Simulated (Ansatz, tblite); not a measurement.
**The cluster In20: chosen isomers compared**

An exercise on one series of results from a longer session: the logs are not shown, and one member is left open.

Program: Ansatz 0.2.0, Gaussian basis. Level of theory: relaxed with PBE-D4/def2-SVP, singlet. These are calculated values, not measurements.

4 further runs of the same task are left out: 2 for a known fault of the program, 2 set aside as unsound or not needed.

### The system as given

20 atoms, charge 0, spin multiplicity 1.

Atoms are counted from 1 here; the program's logs count them from 0.

Bond lengths: In1–In2 3.134 Å, In1–In5 3.130 Å, In1–In11 3.122 Å, In2–In3 3.155 Å, In2–In5 3.152 Å, In2–In6 3.162 Å, In2–In11 3.105 Å, In2–In12 3.150 Å, In3–In4 3.153 Å, In3–In6 3.149 Å, In3–In7 3.144 Å, In3–In12 3.126 Å, In3–In13 3.124 Å, In4–In7 3.147 Å, In4–In13 3.155 Å, In5–In6 3.166 Å, In5–In8 3.171 Å, In5–In11 3.110 Å and more. Angles: In2–In1–In5 60.4°, In2–In1–In11 59.5°, In5–In1–In11 59.7°, In1–In2–In3 179.5°, In1–In2–In5 59.7°, In1–In2–In6 119.9°, In1–In2–In11 60.1°, In1–In2–In12 120.9°, In3–In2–In5 120.0°, In3–In2–In6 59.8°, In3–In2–In11 120.3°, In3–In2–In12 59.4°, In5–In2–In6 60.2°, In5–In2–In11 59.6°, In5–In2–In12 90.3°, In6–In2–In11 90.0°, In6–In2–In12 59.7°, In11–In2–In12 60.8° and more.

Geometry (Å):

```xyz
20
charge 0, multiplicity 1
In   -3.33590   -3.32880   -3.33610
In   -1.13320   -1.10010   -3.33440
In    1.10560    1.12240   -3.33560
In    3.34550    3.34150   -3.33290
In   -1.12470   -3.34350   -1.12090
In    1.12270   -1.11310   -1.11810
In    3.32940    1.10980   -1.11360
In    1.10960   -3.32170    1.12880
In    3.30040   -1.14200    1.11110
In    3.33470   -3.33790    3.34430
In   -3.30930   -1.13040   -1.11940
In   -1.08310    1.12340   -1.10370
In    1.10600    3.31640   -1.11120
In   -1.11210   -1.13210    1.10340
In    1.11260    1.09950    1.11220
In    1.11510   -1.11320    3.33350
In   -3.33220    1.12710    1.11850
In   -1.12600    3.35210    1.10620
In   -1.10050    1.09760    3.35480
In   -3.34140    3.32230    3.33640
```

In takes a core potential in the def2 sets. No spin-orbit coupling is included.

The isomers as started, chosen beforehand: A: In20 tetrahedron; B: In20 flat piece. The structure above is A.

Set-up of the first run:

Contents of in.yaml:

```yaml
crystal:
  periodic: [false, false, false]
  atoms:
    - {symbol: In, position_ang: [-3.335900, -3.328800, -3.336100]}
    - {symbol: In, position_ang: [-1.133200, -1.100100, -3.334400]}
    - {symbol: In, position_ang: [1.105600, 1.122400, -3.335600]}
    - {symbol: In, position_ang: [3.345500, 3.341500, -3.332900]}
    - {symbol: In, position_ang: [-1.124700, -3.343500, -1.120900]}
    - {symbol: In, position_ang: [1.122700, -1.113100, -1.118100]}
    - {symbol: In, position_ang: [3.329400, 1.109800, -1.113600]}
    - {symbol: In, position_ang: [1.109600, -3.321700, 1.128800]}
    - {symbol: In, position_ang: [3.300400, -1.142000, 1.111100]}
    - {symbol: In, position_ang: [3.334700, -3.337900, 3.344300]}
    - {symbol: In, position_ang: [-3.309300, -1.130400, -1.119400]}
    - {symbol: In, position_ang: [-1.083100, 1.123400, -1.103700]}
    - {symbol: In, position_ang: [1.106000, 3.316400, -1.111200]}
    - {symbol: In, position_ang: [-1.112100, -1.132100, 1.103400]}
    - {symbol: In, position_ang: [1.112600, 1.099500, 1.112200]}
    - {symbol: In, position_ang: [1.115100, -1.113200, 3.333500]}
    - {symbol: In, position_ang: [-3.332200, 1.127100, 1.118500]}
    - {symbol: In, position_ang: [-1.126000, 3.352100, 1.106200]}
    - {symbol: In, position_ang: [-1.100500, 1.097600, 3.354800]}
    - {symbol: In, position_ang: [-3.341400, 3.322300, 3.336400]}
basis:
  gaussian: {orbitals: def2-SVP, fitting: {mean_field: def2-universal-jkfit}}
hamiltonian: {xc: pbe, dispersion: d4}
scf: {lower_state_search: "off"}
output: {orbitals: {seedname: orbitals}}
relax: {f_tol: 0.03, max_steps: 70}
```

Run with:

```console
$ ansatz run in.yaml --threads 4 --pin off --events-out ev --progress --plain --max-ram 66560MiB --backend cuda --devices 0, --max-vram 37GiB
```

Steps of the session up to this table: Relaxing candidate A; Relaxing candidate B; Candidate A, PBE0-D4/def2-TZVP; Candidate A, PBE-D4/def2-TZVP; Candidate A, r2SCAN-D4/def2-TZVP; Candidate A, B3LYP-D4/def2-TZVP; Candidate A, PBE-D4/def2-SVP; Candidate A, PBE0-D4/def2-SVP; Candidate A, MP2/def2-SVP.

One of the session's tables, all rows but one given; the rest of the session is left out.

It belongs to the step «A against B». 

| level | A above B (eV) |
| --- | --- |
| GFN1-xTB | -1.531 |
| HF/def2-SVP | +0.424 |
| PBE-D4/def2-SVP | ? |
| PBE-D4/def2-TZVP | +0.216 |
| r2SCAN-D4/def2-TZVP | +0.362 |
| B3LYP-D4/def2-TZVP | +0.034 |
| PBE0-D4/def2-SVP | +0.357 |
| PBE0-D4/def2-TZVP | +0.338 |
| MP2/def2-SVP | +0.430 |

Q: Estimate the row for PBE-D4/def2-SVP from the others.

The run gave: A above B (eV): +0.225. In the column «A above B (eV)» it lies between PBE-D4/def2-TZVP (+0.216) and PBE0-D4/def2-TZVP (+0.338).

Caveats from the session: Only singlets are compared; another spin may lie lower and prefer another shape.
